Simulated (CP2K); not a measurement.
Crystal: SiSe.

```
Si Se
1.0
     3.59520    0.00000    0.00000
    -1.79760    3.11353    0.00000
     0.00000    0.00000    3.59873
Si Se
1 1
Direct
  0.66667 0.33333 0.50000
  0.00000 0.00000 0.00000
```

The cell was built by a generator and needn't be a form met in nature.

Base run:

| Quantity | Value |
| --- | --- |
| Program | CP2K 2026.2 |
| Functional | PBEsol |
| Potentials or basis | POTENTIAL_UZH Si GTH-PBE-q4, Se GTH-PBE-q6; TZVP-MOLOPT-PBE-GTH basis |
| Density cutoff | 9184 eV |
| k mesh | 9 × 9 × 7 |
| Occupations | fermi-dirac, width 0.05 eV |
| Spin | no spin polarisation |

Its results: band gap on the k mesh none (metal or under the smearing width); pressure -1.4 GPa.

Problem. After a change of settings the same cell gave: band gap on the k mesh none (metal or under the smearing width); pressure 7.0 GPa. Which change was it?
A. functional from PBEsol to LDA
B. functional from PBEsol to PW91
C. functional from PBEsol to BLYP
D. functional from PBEsol to PBE

Solution. C.

BLYP binds less tightly than PBEsol, so the same cell stands under more pressure.

Caveats: the potentials were made for another functional, which shifts forces and pressure; the basis of atomic orbitals isn't converged, which shifts pressures, moduli and gaps.
